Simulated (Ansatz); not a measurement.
**ReBi (zincblende): equation of state**

One table from this session's results is given with a row withheld; the runs are named, their logs left out.

Computed with Ansatz 0.2.0 (DFT PBE, scalar-relativistic, plane waves, PAW, unless a step's input says otherwise).

1 further run of the same task is left out (set aside as unsound or not needed). Runs told in other sessions of the task aren't counted.

### The structure to begin with

Symmetry: F-43m, No. 216, cubic system. Conventional cell: a = 6.220 Å, b = 6.220 Å, c = 6.220 Å, α = 90.00°, β = 90.00°, γ = 90.00°. Around Re (site symmetry -43m) lie 4 Bi at 2.69 Å. Around Bi (site symmetry -43m) lie 4 Re at 2.69 Å.

As a file:

```
CELL_PARAMETERS angstrom
0.00000 3.10976 3.10976
3.10976 0.00000 3.10976
3.10976 3.10976 0.00000
ATOMIC_POSITIONS crystal
Re 0.00000 0.00000 0.00000
Bi 0.25000 0.25000 0.25000
```

An earlier run at PBE left this cell at 30.073 Å³/atom and 0.00 GPa (10×10×10 mesh).

Volume factors to run: 0.980, 1.020, 0.960, 1.040, 1.070, 1.100, 0.945.

The first run:

Contents of input.yaml:

```yaml
crystal:
  lattice:
    - [0.0, 3.0888866152, 3.0888866152]
    - [3.0888866152, 0.0, 3.0888866152]
    - [3.0888866152, 3.0888866152, 0.0]
  atoms:
    - { symbol: Re, position: [0.0, 0.0, 0.0] }
    - { symbol: Bi, position: [0.25, 0.25, 0.25] }
basis:
  ecutwfc: 420
  ecutrho_ratio: 4
kpoints:
  mp_grid: { grid: [10, 10, 10] }
hamiltonian:
  xc: pbe
scf:
  occupations: { method: gaussian, width: 0.05 }
output:
  forces: true
  stress: true
  eigenvalues: true
```

Started as:

```console
> ansatz run input.yaml --threads 2 --pin off --max-ram 2662MiB --backend cpu --events-out ev --progress --plain --runs-dir out
```

Steps of the session up to this table: Volume × 0.980; Volume × 1.020; At 0.960 of the relaxed volume; At 1.040 of the relaxed volume; Volume × 1.070; Volume × 1.100; Scaling the volume by 0.945.

One of the session's tables, all rows but one given; the rest of the session is left out.

It belongs to the step «Energy and pressure against volume». 

| volume (Å³/atom) | energy (meV/atom) | pressure (GPa) |
| --- | --- | --- |
| 28.419 | 25.15 | 5.19 |
| 28.870 | 12.89 | 3.61 |
| 29.472 | 3.09 | 1.70 |
| 30.073 | 0.00 | 0.00 |
| 30.675 | 2.95 | -1.52 |
| 31.276 | 11.29 | -2.88 |
| 32.178 | ? | ? |
| 33.081 | 63.25 | -6.14 |

**Question.** Estimate the row for volume (Å³/atom) = 32.178.

Worked estimate for «energy (meV/atom)». A straight line through the neighbours (31.276, 11.29) and (33.081, 63.25) gives 11.29 + (63.25 − 11.29) × (32.178 − 31.276) / (33.081 − 31.276) = 37.26; a parabola fitted to 3 rows on both sides gives 32.21.

**Answer.** energy (meV/atom): 32.70; pressure (GPa): -4.65. In «energy (meV/atom)» the line misses by +4.56 and the parabola by -0.49.
